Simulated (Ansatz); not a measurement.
# C2H3ClSi: how energies converge with the basis set

Aim: see how fast density functionals converge with the basis set for C2H3ClSi.

Computed with Ansatz 0.2.0, Gaussian basis. Level: one geometry, several basis sets.

The runs, in order: PBE0-D4/def2-SVP; ωB97M-V/def2-SVP; PBE0-D4/def2-QZVPP; ωB97M-V/def2-QZVPP; the functionals' def2-TZVPP values are taken from earlier runs.

## 1. The geometry

The geometry comes from an earlier relaxation with PBE0-D4 in a triple-zeta def2 set; it is a stationary point, not always the lowest conformer.

SMILES `ClC1=C[SiH2]1`, 7 atoms, charge 0, spin multiplicity 1.

Atoms are counted from 1 here; the program's logs count them from 0.

Bond lengths: Cl1–C2 1.700 Å, C2–C3 1.327 Å, C2–Si4 1.804 Å, C3–Si4 1.819 Å, C3–H5 1.082 Å, Si4–H6 1.482 Å, Si4–H7 1.482 Å. Angles: Cl1–C2–C3 135.8°, Cl1–C2–Si4 155.1°, C3–C2–Si4 69.1°, C2–C3–Si4 67.9°, C2–C3–H5 137.0°, Si4–C3–H5 155.1°, C2–Si4–C3 43.0°, C2–Si4–H6 121.6°, C2–Si4–H7 121.6°, C3–Si4–H6 121.6°, C3–Si4–H7 121.6°, H6–Si4–H7 111.4°.

## 2. PBE0-D4 in def2-SVP

in.yaml reads:

```yaml
crystal:
  periodic: [false, false, false]
  atoms:
    - {symbol: Cl, position_ang: [-1.169245, -2.293315, 0.411478]}
    - {symbol: C, position_ang: [-0.358007, -0.819919, 0.163156]}
    - {symbol: C, position_ang: [0.836773, -0.329965, 0.466728]}
    - {symbol: Si, position_ang: [-0.185872, 0.871566, -0.438874]}
    - {symbol: H, position_ang: [1.727498, -0.673809, 0.975570]}
    - {symbol: H, position_ang: [-0.837764, 2.011292, 0.248794]}
    - {symbol: H, position_ang: [0.047816, 1.166150, -1.872551]}
basis:
  gaussian: {orbitals: def2-SVP}
hamiltonian: {xc: pbe0, dispersion: d4}
output: {orbitals: {seedname: orbitals}}
```

Started as:

```sh
> ansatz run in.yaml --threads 2 --pin off --events-out ev --progress --plain --max-ram 4352MiB
```

The runs that follow: ωB97M-V in def2-SVP; PBE0-D4 in def2-QZVPP; ωB97M-V in def2-QZVPP.

**Question.** What will the summary of the whole plan be? Wanted: PBE0-D4: double and triple zeta above quadruple; ωB97M-V: double and triple zeta above quadruple.

The runs gave:

```
                                       quantity           value
PBE0-D4: double and triple zeta above quadruple  10.23, 0.75 eV
ωB97M-V: double and triple zeta above quadruple  10.23, 0.70 eV
```

What this shows: For PBE0-D4 the step from double to triple zeta gains 9.48 eV and the next only 0.75 eV. These are total energies; as a rule much of such shifts cancels in differences, which this series doesn't test. The LUMO of ωB97M-V is positive and keeps falling with the basis (1.90 to 0.97 eV): an unbound level that the basis holds in place.
